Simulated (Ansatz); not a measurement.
## AlRu, space group Pm-3m: an all-electron equation of state, step by step

Program: Ansatz's Python interface.

Notebook, run cell by cell (the value of a cell's last expression is shown):

```python
import ansatz as az
from ase.eos import EquationOfState
from ase.units import GPa
import numpy as np
```

```python
VECTORS = np.array([
    [2.9916, 0.0, 0.0],
    [0.0, 2.9916, 0.0],
    [0.0, 0.0, 2.9916],
])
SITES = [
    ("Al", (0.0, 0.0, 0.0)),
    ("Ru", (0.5, 0.5, 0.5)),
]


def build(cell):
    crystal = az.Crystal(lattice=az.Lattice.of(cell))
    for symbol, position in SITES:
        crystal = crystal.atom(symbol, position)
    return crystal

volumes, energies = [], []
for scale in np.linspace(0.92, 1.08, 5):
    cell = VECTORS * scale ** (1 / 3)
    calculation = (
        build(cell).calculation()
        .functional("lda")
        .occupations("fermi_dirac", width=0.1)
        .kpoints(10, 10, 10)  # the mesh must be finer for metals
        .pseudopotentials("all_electron", lapw=True)
    )
    r = calculation.run(threads=1).report
    volumes.append(abs(np.linalg.det(cell)) / len(SITES))
    energies.append(r["free_energy_ev"] / len(SITES))
    print(f"{scale:.3f} {volumes[-1]:9.4f} A^3/atom {energies[-1]:16.5f} eV/atom  (estimated basis error {1000 * r['lapw_basis_errors']['total_ev_per_atom']:.2f} meV/atom)")
v0, e0, bulk = EquationOfState(volumes, energies, eos="birchmurnaghan").fit()
print(f"V0 = {v0:.4f} A^3/atom, B0 = {bulk / GPa:.1f} GPa")
```

    0.920   12.3160 A^3/atom     -64879.58924 eV/atom  (estimated basis error 0.07 meV/atom)
    0.960   12.8514 A^3/atom     -64879.60934 eV/atom  (estimated basis error 0.07 meV/atom)
    1.000   13.3869 A^3/atom     -64879.59671 eV/atom  (estimated basis error 0.06 meV/atom)
    1.040   13.9224 A^3/atom     -64879.55793 eV/atom  (estimated basis error 0.06 meV/atom)
    1.080   14.4579 A^3/atom     -64879.49829 eV/atom  (estimated basis error 0.06 meV/atom)
    V0 = 12.8930 A^3/atom, B0 = 230.8 GPa

A third-order Birch-Murnaghan fit through the 5 points has its minimum at 12.89 Å³ an atom, 3.7 % below the typed cell, with a bulk modulus of 231 GPa and dB/dP = 4.4. From that minimum the energy rises by 20.2 meV an atom on the compressed side and 111.2 meV on the expanded side.

Reading the output:
- All-electron totals depend on functional, relativistic treatment and basis; only differences at equal settings carry meaning.
- Spin is left out of this run.
- The mesh is modest for a metal, so energies can be off by several to tens of meV an atom and pressures by half a GPa or more; differences at equal mesh fare better.
- The starting cell is as deposited in a crystallographic database; the results hold for this polymorph, which needn't be the stable one.
- It ran for 50 s on 1 thread of Arm Neoverse V2, on a shared host, peak memory 0.44 GiB.
